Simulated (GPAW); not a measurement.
CuF in GPAW: the effect of volume over the given one

CuF:

```
Cu F
1.0
     2.47101    0.00000    0.00000
     0.00000    2.47101    0.00000
     0.00000    0.00000    3.41650
Cu F
1 1
Cartesian
  0.0000 0.0000 0.0000
  1.2355 1.2355 1.7083
```

The cell was built by a generator and needn't be a form met in nature.

Alike in all runs:

| Property | Result |
| --- | --- |
| Program | GPAW 26.7.0 |
| Task | phonons |
| Functional | PBEsol |
| Potentials or basis | PAW data sets generated in the run's folder for this functional |
| Cutoff | 680 eV |
| Basis | pw |
| Occupations | fermi-dirac, width 0.05 eV |
| Spin | no spin polarisation |

Each run relaxes the cell or the atoms first.

Task: One run gave: pressure -3.3 GPa; highest phonon frequency 0 cm⁻¹. Which volume over the given one did it use?
A. 1.05
B. 0.8
C. 0.9
D. 1
E. 0.95

Result: D.

```tsv
volume over the given one	k mesh	pressure (GPa)	highest phonon frequency (cm⁻¹)
1	9 × 9 × 7	-3.3	0
0.95	9 × 9 × 7	3.1	108
0.9	9 × 9 × 7	11.8	172
0.85	10 × 10 × 7	23.5	229
0.8	10 × 10 × 7	39.5	286
1.05	9 × 9 × 7	-8.1	0
```

Caveats: the cell is more than 3 GPa from zero pressure, which shifts response properties; with this Cu data set, volumes or pressures lay over 1.5 % or 2 GPa off other programs in two to four cells of ten; the cutoff is short for stress and forces, so pressures can be off by a GPa or more; the run has no spin polarisation, though such a crystal can be magnetic; some modes are imaginary (some runs).
